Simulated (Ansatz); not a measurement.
# WC: the cost of one run

Method: DFT PBE, scalar-relativistic, plane waves, PAW, in Ansatz 0.2.0.

## 1. Starting point

The structure is hexagonal, space group P-6m2 (No. 187). Conventional cell: a = 2.901 Å, b = 2.901 Å, c = 2.829 Å, α = 90.00°, β = 90.00°, γ = 120.00°. W (site symmetry -6m2) is surrounded by 6 C at 2.19 Å. C (site symmetry -6m2) is surrounded by 6 W at 2.19 Å.

Coordinates:

```
CELL_PARAMETERS angstrom
2.90050 0.00000 0.00000
-1.45025 2.51191 0.00000
0.00000 0.00000 2.82900
ATOMIC_POSITIONS crystal
W 0.00000 0.00000 0.00000
C 0.66667 0.33333 0.50000
```

Source of the structure: the Crystallography Open Database.

(A quick probe on a coarse mesh, which set the mesh and smearing, is not shown.)

## 3. Rough relaxation on the coarse mesh

Input file input.yaml:

```yaml
crystal:
  lattice:
    - [2.9005011018, 0.0, 0.0]
    - [-1.4502505509, 2.5119076379, 0.0]
    - [0.0, 0.0, 2.828999674]
  atoms:
    - { symbol: W, position: [0.0, 0.0, 0.0] }
    - { symbol: C, position: [0.6666666667, 0.3333333333, 0.5] }
basis:
  ecutwfc: 420
kpoints:
  mp_grid: { grid: [9, 9, 8] }
hamiltonian:
  xc: pbe
scf:
  occupations: { method: gaussian, width: 0.1 }
output:
  forces: true
  stress: true
  eigenvalues: true
relax:
  adjacent_minimum: "off"
  f_tol: 0.05
  max_steps: 80
  cell: { stress_tol: 0.5 }
```

The run is started by

```bash
$ ansatz run input.yaml --threads 2 --pin off --max-ram 5632MiB --backend cpu --events-out ev --progress --plain --runs-dir out
```

What time and memory should one allow on 2 threads of Arm Neoverse V1, shared host?

About 5.5 s, with a peak of 0.3 GiB.
